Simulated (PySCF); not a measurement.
# C₃H₁₂BPSi: a tour of settings, part 2 of 2

PySCF 2.14.0. Atoms count from 0. The steps go on from the part before.

### Step 5. J couplings: PBE0/6-311G**

Job settings and geometry (Å):

```
{"job": {"kind": "j", "xc": "PBE0", "basis": "6-311G**", "scf": {"guess": "1e", "max_cycle": 60}}, "charge": 0, "multiplicity": 1}
C     -2.301080     0.813753    -0.119771
C     -0.917595     0.200410     0.128890
C     -0.998472    -1.325022    -0.045341
B      0.186249     0.783404    -0.857177
P      1.797979     1.371944    -0.183283
Si     2.679080    -0.316670     0.963632
H     -2.622521     0.624594    -1.141886
H     -3.039763     0.387166     0.558050
H     -2.273893     1.890419     0.035605
H     -0.656025     0.391447     1.178247
H     -1.756967    -1.743741     0.614713
H     -0.042076    -1.790661     0.188589
H     -1.260210    -1.575261    -1.071586
H     -0.058053     0.922833    -1.995120
H      2.609695     1.348527    -1.299268
H      1.846411    -0.534191     2.145323
H      2.778045    -1.568347     0.202466
H      4.020439     0.125713     1.339632
```

Level: PBE0/6-311G** indirect spin-spin coupling, non-relativistic, gas phase.

Log:

```text
final grid: 133152 points
cycle   1  E = -372.0174889112  dE =  1.842e+02  |g| = 2.026e+01  |ddm| = 7.657e+01
cycle   2  E = -442.9513006414  dE = -7.093e+01  |g| = 4.204e+01  |ddm| = 7.982e+01
cycle   3  E = -549.1573984244  dE = -1.062e+02  |g| = 2.863e+01  |ddm| = 2.363e+01
cycle   4  E = -654.8662980442  dE = -1.057e+02  |g| = 2.202e+01  |ddm| = 1.375e+01
cycle   5  E = -666.5140903841  dE = -1.165e+01  |g| = 1.848e+01  |ddm| = 1.009e+01
cycle   6  E = -706.8226720388  dE = -4.031e+01  |g| = 1.539e+01  |ddm| = 1.462e+01
cycle   7  E = -690.3479398921  dE =  1.647e+01  |g| = 1.401e+01  |ddm| = 1.834e+01
cycle   8  E = -762.3773256447  dE = -7.203e+01  |g| = 5.967e+00  |ddm| = 2.254e+01
cycle   9  E = -657.4786012323  dE =  1.049e+02  |g| = 1.188e+01  |ddm| = 3.386e+01
cycle  10  E = -750.9150701699  dE = -9.344e+01  |g| = 6.771e+00  |ddm| = 3.218e+01
cycle  11  E = -774.0510037762  dE = -2.314e+01  |g| = 2.306e+00  |ddm| = 2.270e+01
cycle  12  E = -776.3183450896  dE = -2.267e+00  |g| = 1.172e+00  |ddm| = 3.557e+00
cycle  13  E = -776.7953755059  dE = -4.770e-01  |g| = 3.712e-01  |ddm| = 1.732e+00
cycle  14  E = -776.8274775831  dE = -3.210e-02  |g| = 1.423e-01  |ddm| = 3.876e-01
cycle  15  E = -776.8346312239  dE = -7.154e-03  |g| = 5.042e-02  |ddm| = 2.254e-01
cycle  16  E = -776.8353836422  dE = -7.524e-04  |g| = 1.565e-02  |ddm| = 6.821e-02
cycle  17  E = -776.8354514046  dE = -6.776e-05  |g| = 3.733e-03  |ddm| = 1.984e-02
cycle  18  E = -776.8354544606  dE = -3.056e-06  |g| = 9.766e-04  |ddm| = 3.257e-03
cycle  19  E = -776.8354546823  dE = -2.217e-07  |g| = 3.088e-04  |ddm| = 1.283e-03
cycle  20  E = -776.8354547110  dE = -2.868e-08  |g| = 9.369e-05  |ddm| = 4.325e-04
cycle  21  E = -776.8354547137  dE = -2.711e-09  |g| = 3.537e-05  |ddm| = 1.606e-04
cycle  22  E = -776.8354547141  dE = -4.475e-10  |g| = 6.954e-06  |ddm| = 5.931e-05
converged SCF energy = -776.8354547141

Indirect spin-spin couplings (Hz)
  i      j    bonds     total        FC       PSO       DSO        SD
  0 C    1 C    1     28.480    28.473    -0.194     0.201         -
  0 C    2 C    2     -1.692    -1.522    -0.174     0.005         -
  0 C    3 B    2     -0.882    -0.768    -0.056     0.028    -0.087
  0 C    4 P    3      2.270     2.133     0.328    -0.040    -0.152
  0 C    5 Si   4     -0.150    -0.165    -0.012     0.026     0.000
  0 C    6 H    1    116.754   114.953     1.106     0.694         -
  0 C    7 H    1    117.733   115.924     1.130     0.679         -
  0 C    8 H    1    114.995   113.148     1.180     0.667         -
  0 C    9 H    2     -2.857    -2.879     0.113    -0.091         -
  0 C   10 H    3      4.260     4.275    -0.042     0.028         -
  0 C   11 H    3     10.736    10.838     0.321    -0.423         -
  0 C   12 H    3      2.163     2.183    -0.017    -0.003         -
  0 C   13 H    3      4.196     4.153    -0.007     0.050         -
  0 C   14 H    4     -0.507    -0.426     0.152    -0.232         -
  0 C   16 H    5      0.573     0.614     0.101    -0.142         -
  0 C   17 H    5     -0.274    -0.183     0.117    -0.208         -
  1 C    2 C    1     25.846    25.782    -0.144     0.207         -
  1 C    3 B    1     48.224    49.480    -1.901     0.279     0.365
  1 C    4 P    2     13.893    14.872    -0.831     0.046    -0.194
  1 C    5 Si   3     -0.684    -0.743     0.056    -0.017     0.019
  1 C    6 H    2     -3.912    -4.013     0.198    -0.098         -
  1 C    7 H    2     -4.272    -4.305     0.155    -0.121         -
  1 C    8 H    2     -2.811    -2.859     0.147    -0.099         -
  1 C    9 H    1    113.127   111.004     1.036     1.088         -
  1 C   10 H    2     -4.420    -4.463     0.148    -0.105         -
  1 C   11 H    2     -2.290    -2.383     0.153    -0.060         -
  1 C   12 H    2     -3.444    -3.568     0.207    -0.083         -
  1 C   13 H    2      0.995     1.233    -0.246     0.008         -
  1 C   14 H    3      7.603     7.823     0.071    -0.292         -
  1 C   15 H    4      0.204     0.117    -0.127     0.214         -
  1 C   16 H    4     -0.199    -0.198    -0.016     0.015         -
  1 C   17 H    4     -0.192    -0.046     0.087    -0.233         -
  2 C    3 B    2     -0.563    -0.501    -0.032     0.044    -0.075
  2 C    4 P    3     15.133    14.750     0.354    -0.025     0.053
  2 C    5 Si   4     -1.495    -1.524     0.033    -0.012     0.007
  2 C    6 H    3      2.320     2.312    -0.001     0.008         -
  2 C    7 H    3      4.414     4.421    -0.029     0.022         -
  2 C    8 H    3     11.253    11.352     0.338    -0.436         -
  2 C    9 H    2     -5.094    -5.145     0.116    -0.065         -
  2 C   10 H    1    121.666   119.914     1.051     0.701         -
  2 C   11 H    1    113.343   111.441     1.167     0.735         -
  2 C   12 H    1    116.689   114.877     1.099     0.713         -
  2 C   13 H    3      0.711     0.702     0.051    -0.041         -
  2 C   14 H    4      0.928     0.992     0.115    -0.178         -
  2 C   15 H    5      0.284     0.214    -0.073     0.142         -
  2 C   17 H    5      0.835     0.962     0.103    -0.231         -
  3 B    4 P    1     39.296    55.369   -16.340     0.219     0.048
  3 B    5 Si   2      1.567     1.435    -0.042     0.006     0.167
  3 B    6 H    3      2.826     2.941    -0.204     0.118    -0.029
  3 B    7 H    3      9.124     9.131     0.438    -0.466     0.021
  3 B    8 H    3      1.514     1.404    -0.020     0.130    -0.001
  3 B    9 H    2     -4.826    -4.517    -0.342    -0.032     0.065
  3 B   10 H    3      8.396     8.346     0.479    -0.463     0.034
  3 B   11 H    3      1.575     1.392    -0.042     0.195     0.030
  3 B   12 H    3      2.581     2.511    -0.110     0.176     0.005
  3 B   13 H    1    124.920   125.503    -1.841     0.904     0.354
  3 B   14 H    2     -3.992    -3.126    -0.678    -0.163    -0.025
  3 B   15 H    3     -0.455    -0.272    -0.121    -0.035    -0.026
  3 B   16 H    3      1.658     1.625    -0.018     0.041     0.010
  3 B   17 H    3      5.163     5.418     0.184    -0.459     0.019
  4 P    5 Si   1     42.418    42.448     7.198    -0.066    -7.163
  4 P    7 H    4     -0.354    -0.322     0.339    -0.325    -0.046
  4 P    8 H    4     -0.485    -0.483    -0.033     0.005     0.027
  4 P    9 H    3     18.149    18.662    -0.585     0.276    -0.203
  4 P   10 H    4      5.596     5.631     0.363    -0.351    -0.046
  4 P   11 H    4     -0.197    -0.200    -0.076     0.088    -0.010
  4 P   12 H    4     -0.750    -0.915     0.298    -0.217     0.084
  4 P   13 H    2      4.363     8.261    -3.390    -0.171    -0.337
  4 P   14 H    1    203.399   195.692     7.584     0.555    -0.432
  4 P   15 H    2     27.698    27.966    -0.066    -0.237     0.036
  4 P   16 H    2     -6.716    -6.272     0.126    -0.363    -0.206
  4 P   17 H    2     31.035    31.293    -0.055    -0.227     0.024
  5 Si   7 H    5     -0.243    -0.276    -0.085     0.104     0.014
  5 Si  10 H    5     -0.220    -0.252    -0.069     0.076     0.024
  5 Si  11 H    5     -0.277    -0.253     0.148    -0.236     0.064
  5 Si  13 H    3     -3.137    -3.141    -0.097     0.165    -0.064
  5 Si  14 H    2      0.168    -0.002     0.113     0.093    -0.036
  5 Si  15 H    1   -182.559  -182.894     0.580    -0.212    -0.032
  5 Si  16 H    1   -183.830  -184.187     0.589    -0.199    -0.034
  5 Si  17 H    1   -184.458  -184.810     0.576    -0.189    -0.035
  6 H    7 H    2    -11.956   -11.801     2.350    -2.505         -
  6 H    8 H    2    -12.702   -12.556     2.363    -2.509         -
  6 H    9 H    3     10.662    11.009     2.307    -2.654         -
  6 H   10 H    4     -0.277    -0.187     0.419    -0.509         -
  6 H   11 H    4     -0.421    -0.222     1.299    -1.498         -
  6 H   14 H    5     -0.190     0.020     0.427    -0.637         -
  6 H   17 H    6     -0.218     0.101     0.520    -0.840         -
  7 H    8 H    2    -12.467   -12.307     2.402    -2.562         -
  7 H    9 H    3      2.892     2.859     0.181    -0.147         -
  7 H   10 H    4      0.380     0.142    -1.166     1.403         -
  7 H   11 H    4     -0.436    -0.240     1.225    -1.421         -
  7 H   12 H    4     -0.292    -0.188     0.477    -0.581         -
  7 H   14 H    5     -0.627    -0.294     0.789    -1.122         -
  7 H   17 H    6     -0.383    -0.093     0.476    -0.766         -
  8 H    9 H    3      3.002     2.968     0.244    -0.211         -
  8 H   10 H    4     -0.415    -0.188     1.276    -1.502         -
  8 H   11 H    4      2.240     2.437     1.503    -1.700         -
  8 H   12 H    4     -0.509    -0.279     1.314    -1.543         -
  8 H   14 H    5     -0.298     0.036     0.427    -0.762         -
  8 H   16 H    6     -0.217    -0.023     0.486    -0.680         -
  8 H   17 H    6     -0.282     0.015     0.371    -0.668         -
  9 H   10 H    3      4.442     4.400     0.181    -0.139         -
  9 H   11 H    3      3.094     2.980     0.122    -0.008         -
  9 H   12 H    3     11.935    12.266     2.288    -2.619         -
  9 H   13 H    3      6.122     6.505     1.457    -1.840         -
  9 H   14 H    4     -0.234     0.593     0.798    -1.626         -
  9 H   15 H    5      0.625    -0.048    -1.387     2.061         -
  9 H   16 H    5     -0.202    -0.036     0.026    -0.192         -
  9 H   17 H    5     -0.544    -0.022     0.216    -0.738         -
 10 H   11 H    2    -12.611   -12.527     2.303    -2.386         -
 10 H   12 H    2    -12.265   -12.133     2.312    -2.445         -
 10 H   13 H    4     -0.696    -0.544     1.167    -1.320         -
 10 H   14 H    5      0.542     0.881     0.795    -1.134         -
 10 H   15 H    6      0.185     0.006    -0.028     0.207         -
 10 H   17 H    6     -0.153     0.243     0.542    -0.938         -
 11 H   12 H    2    -12.384   -12.324     2.271    -2.332         -
 11 H   14 H    5     -0.162     0.106     0.124    -0.391         -
 11 H   15 H    6      0.550     0.070    -1.064     1.544         -
 11 H   16 H    6      0.572    -0.045    -1.374     1.990         -
 11 H   17 H    6     -0.400     0.220     0.230    -0.850         -
 12 H   14 H    5     -0.237    -0.079     0.290    -0.449         -
 12 H   17 H    6     -0.449    -0.027     0.554    -0.976         -
 13 H   14 H    3      5.758     5.668    -0.298     0.388         -
 13 H   15 H    4     -0.702    -0.325     0.595    -0.972         -
 13 H   16 H    4     -0.725    -0.646     0.213    -0.293         -
 13 H   17 H    4      0.920     1.471     0.619    -1.170         -
 14 H   15 H    3     10.915    12.161     0.991    -2.237         -
 14 H   16 H    3      1.319     1.398    -0.001    -0.078         -
 14 H   17 H    3     -0.555    -0.450     0.069    -0.174         -
 15 H   16 H    2      2.095     3.184     0.854    -1.943         -
 15 H   17 H    2     -2.407    -1.215     0.969    -2.161         -
 16 H   17 H    2      4.755     5.860     0.924    -2.029         -
```

It took 42 s on 1 thread of AMD EPYC 9R45, shared host; peak memory 0.93 GiB.

Despite a poor start guess, the SCF converged in 22 cycles.

This basis has no tight s functions, so the Fermi-contact terms are rough.

In short: J(P4,H14) 203.4 Hz, J(Si5,H15) -183.6 Hz, J(B3,H13) 124.9 Hz (means over like pairs).

### Step 6. Ultraviolet spectrum: PBE0/IGLO-II

Same as in step 5 but for these lines:

```diff
@@ -1,2 +1,2 @@
-{"job": {"kind": "j", "xc": "PBE0", "basis": "6-311G**", "scf": {"guess": "1e", "max_cycle": 60}}, "charge": 0, "multiplicity": 1}
+{"job": {"kind": "uv", "xc": "PBE0", "basis": "IGLO-II", "nstates": 12, "ntriplets": 5, "tda": true, "scf": {"damp": 0.3}}, "charge": 0, "multiplicity": 1}
 C     -2.301080     0.813753    -0.119771
```

Method: TDA PBE0/IGLO-II, vertical, gas phase, core orbitals frozen in the response.

Log:

```text
damping 0.30 in the first 6 cycles
final grid: 133152 points
cycle   1  E = -776.7493648298  dE =  2.075e-01  |g| = 4.175e-01  |ddm| = 3.051e+00
cycle   2  E = -776.7785848088  dE = -2.922e-02  |g| = 2.242e-01  |ddm| = 4.985e-01
cycle   3  E = -776.7867381192  dE = -8.153e-03  |g| = 1.381e-01  |ddm| = 3.054e-01
cycle   4  E = -776.7898195499  dE = -3.081e-03  |g| = 9.104e-02  |ddm| = 2.047e-01
cycle   5  E = -776.7911090127  dE = -1.289e-03  |g| = 6.188e-02  |ddm| = 1.416e-01
cycle   6  E = -776.7899928299  dE =  1.116e-03  |g| = 8.695e-02  |ddm| = 1.407e-01
cycle   7  E = -776.7875904541  dE =  2.402e-03  |g| = 1.248e-01  |ddm| = 2.020e-01
cycle   8  E = -776.7922333677  dE = -4.643e-03  |g| = 3.795e-03  |ddm| = 1.203e-01
cycle   9  E = -776.7922372004  dE = -3.833e-06  |g| = 3.659e-04  |ddm| = 3.388e-03
cycle  10  E = -776.7922372386  dE = -3.818e-08  |g| = 1.468e-04  |ddm| = 5.561e-04
cycle  11  E = -776.7922372447  dE = -6.141e-09  |g| = 2.801e-05  |ddm| = 1.790e-04
cycle  12  E = -776.7922372449  dE = -2.319e-10  |g| = 9.344e-06  |ddm| = 3.849e-05
converged SCF energy = -776.7922372449

Static polarisability (au): isotropic 100.390, principal 81.700 96.960 122.510

Singlet excitations
state   eV       nm        f      main configurations
  1   4.8745    254.4   0.08197   H->L 0.85
  2   5.4232    228.6   0.00748   H-1->L 0.91
  3   5.9064    209.9   0.09470   H-2->L 0.83
  4   6.5502    189.3   0.02925   H->L+1 0.84
  5   6.7143    184.7   0.03285   H-3->L 0.90
  6   6.8879    180.0   0.04855   H-4->L 0.46, H->L+2 0.30, H->L+4 0.09
  7   6.9563    178.2   0.02319   H-4->L 0.47, H->L+2 0.42
  8   7.1626    173.1   0.00756   H->L+3 0.85, H->L+4 0.09
  9   7.3476    168.7   0.08110   H->L+4 0.70
 10   7.4082    167.4   0.00200   H-5->L 0.89
 11   7.7307    160.4   0.03406   H-6->L 0.93
 12   7.8658    157.6   0.00586   H-1->L+1 0.93

Triplet excitations (Tamm-Dancoff, eV): 3.6937 4.8937 5.1692 5.8654 6.0718
```

Wall time 23 s (1 thread of AMD EPYC 9R45, shared host); peak memory 1.1 GiB.

Key values: HOMO -7.24 eV, LUMO -1.40 eV; lowest singlet 4.87 eV.

### Step 7. Comparing the runs: electronic excitations

Excitations and ground-state properties, with basis size and wall time:

```tsv
run	lowest singlet (eV)	brightest (eV)	f	gap (eV)	α (Å³)	μ (D)	functions	time
PW91/def2-SVPD	4.41	4.41	0.064	3.88	16.52	0.74	224	34 s
PBE0/IGLO-II	4.87	5.91	0.095	5.83	14.88	0.80	230	23 s
```

### Step 8. Side by side: spin-spin couplings

Couplings (Hz), each a mean over the pairs like the one named, with basis size and wall time:

```tsv
run	P4–H14	Si5–H15	B3–H13	C1–H9	C0–H6	C1–B3	B3–P4	functions	time
BHandHLYP/6-31G	268.6	-213.9	158.6	156.3	152.1	65.4	65.4	86	11 s
PBE0/6-311G**	203.4	-183.6	124.9	113.1	116.9	48.2	39.3	196	42 s
```

### Step 9. Results

What follows sums up all 2 parts.

```
                                       quantity                                            value
                lowest singlet (PW91/def2-SVPD)                      4.41 eV (281 nm), f = 0.064
                                 lowest triplet                                          3.43 eV
largest coupling of the table (BHandHLYP/6-31G)                         1J(P,H) P4–H14, 268.6 Hz
                    range of the lowest singlet                                  4.41 to 4.87 eV
       range of J(P4,H14), mean over like pairs                                203.4 to 268.6 Hz
                  property runs in this session  5, of which 1 failed and 0 gave unsound results
```

Single values in the summary come from the first sound run of each kind (PW91/def2-SVPD; BHandHLYP/6-31G), which need not be the best level. The first singlet state (HOMO→LUMO 0.92) lies at 4.41 eV and is bright. The lowest triplet lies 0.98 eV below the lowest singlet (triplets in Tamm-Dancoff, singlets in full TDDFT). In the run at BHandHLYP/6-31G, the largest coupling of the table is P4–H14, 268.6 Hz, of which the Fermi-contact term gives 262.1 Hz. Couplings across rotatable bonds belong to this one conformer; where others are populated, the observed values are averages. The lowest singlet runs from 4.41 eV (PW91/def2-SVPD) to 4.87 eV (PBE0/IGLO-II), while the orbital gap spans 3.88 to 5.83 eV. Some runs use the Tamm-Dancoff approximation and others full TDDFT, which shifts states apart from functional and basis. The lowest state need not be the same one in every run. The runs solved for a few states only, so the brightest column depends on that window. The coupling P4–H14, as a mean over pairs of its kind, runs from 203.4 Hz (PBE0/6-311G**) to 268.6 Hz (BHandHLYP/6-31G). Couplings from bases without tight functions are rough.
